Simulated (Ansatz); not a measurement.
TaTe:

```
CELL_PARAMETERS angstrom
3.42009 0.00000 0.00000
0.00000 3.42009 0.00000
0.00000 0.00000 3.42009
ATOMIC_POSITIONS crystal
Ta 0.50000 0.50000 0.50000
Te 0.00000 0.00000 0.00000
```

The cell was built by a generator and needn't be a form met in nature.

| Property | Result |
| --- | --- |
| Program | Ansatz 0.2.0 |
| Task | relaxation of cell and atoms |
| Functional | HSEsol |
| Potentials or basis | Ansatz PAW |
| Cutoff | 420 eV (not typed: the program's choice for these potentials) |
| k mesh | 4 × 4 × 4 |
| Occupations | fermi-dirac, width 0.05 eV |
| Spin | no spin polarisation |

At the start: volume 20.00 Å³/atom.

**Question.** How do energy, volume and symmetry change on relaxing?

**Answer.** It ends after 5 steps and the volume is 18.99 Å³/atom (-5.1 %); space group Pm-3m (No. 221, to 0.05 Å).

Step by step:
```csv
step,energy change (eV),largest force (eV/Å),volume (Å³)
1,0.0000,0.0000,40.00
2,-0.0497,0.0000,38.33
3,-0.0515,0.0000,37.95
4,-0.0515,0.0000,37.98
5,-0.0508,0.0000,37.98
```

Final structure:
```cif
data_structure
_symmetry_space_group_name_H-M 'P 1'
_symmetry_Int_Tables_number 1
_cell_length_a 3.3613
_cell_length_b 3.3613
_cell_length_c 3.3613
_cell_angle_alpha 90.000
_cell_angle_beta 90.000
_cell_angle_gamma 90.000
_cell_volume 37.98
loop_
_atom_site_label
_atom_site_type_symbol
_atom_site_fract_x
_atom_site_fract_y
_atom_site_fract_z
_atom_site_occupancy
Ta1 Ta 0.50000 0.50000 0.50000 1
Te1 Te 0.00000 0.00000 0.00000 1
```

Caveat: the k mesh is coarse (spacing up to 0.46 Å⁻¹), so the values aren't converged, least of all with exact exchange; the plane-wave basis is chosen anew once the cell has moved, so the energies of steps on either side of that aren't comparable; the PAW data sets come from PBE, with cores solved anew for the run's functional, which leaves a small shift of forces and pressure.
